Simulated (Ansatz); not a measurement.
A run of Ansatz 0.2.0:

input.yaml

```yaml
crystal:
  lattice:
    - [-1.37004, 1.37004, 9.71647]
    - [1.37004, -1.37004, 9.71647]
    - [1.37004, 1.37004, -9.71647]
  atoms:
    - { symbol: Ni, position: [0.19862, 0.19862, 0.0], spin: 1.0 }
    - { symbol: Mo, position: [0.60922, 0.60922, 0.0], spin: 1.0 }
    - { symbol: Pd, position: [0.7931, 0.7931, 0.0] }
    - { symbol: Ir, position: [0.39944, 0.39944, 0.0], spin: 0.6 }
    - { symbol: W, position: [0.99565, 0.99565, 0.0] }
hamiltonian:
  xc: pbesol
  pseudopotentials: { kind: paw }
magnetization:
  spin_polarized: true
kpoints:
  mp_grid: { grid: [13, 13, 13] }
  band_path:
    path:
      - [[0.0, 0.0, 0.0], [-0.5, 0.5, 0.0], [-0.5, 0.5, -0.0099407573], [-0.2549703786, 0.2549703786, -0.2549703786], [0.0, 0.0, 0.0], [0.5, 0.5, -0.5], [0.2549703786, 0.7450296214, -0.7450296214], [0.0, 0.5, -0.5], [-0.25, 0.75, -0.25], [0.0099407573, 0.9900592427, -0.5], [0.5, 0.5, -0.5]]
      - [[-0.5, 0.5, 0.0], [-0.25, 0.75, -0.25]]
    npoints: 14
scf:
  occupations: { method: fermi_dirac, width: 0.05 }
  n_extra_bands: 12
output:
  forces: true
  stress: true
  eigenvalues: true
  fatbands: false
```

Potentials or basis: Ansatz PAW.

Launch:

```console
$ ansatz run input.yaml --threads 8 --pin off --max-ram 20480MiB --backend cpu --events-out ev --progress --plain --runs-dir out
```

Hardware: 8 threads of Arm Neoverse V2, with other jobs on the host.

Task: How long does it take, and how much memory?

Result: Run time: 43 s on 8 threads of Arm Neoverse V2 (shared host), peak memory 1.3 GiB. Counts: scf iterations 16, plane waves 1445, k points 196, bands 53.
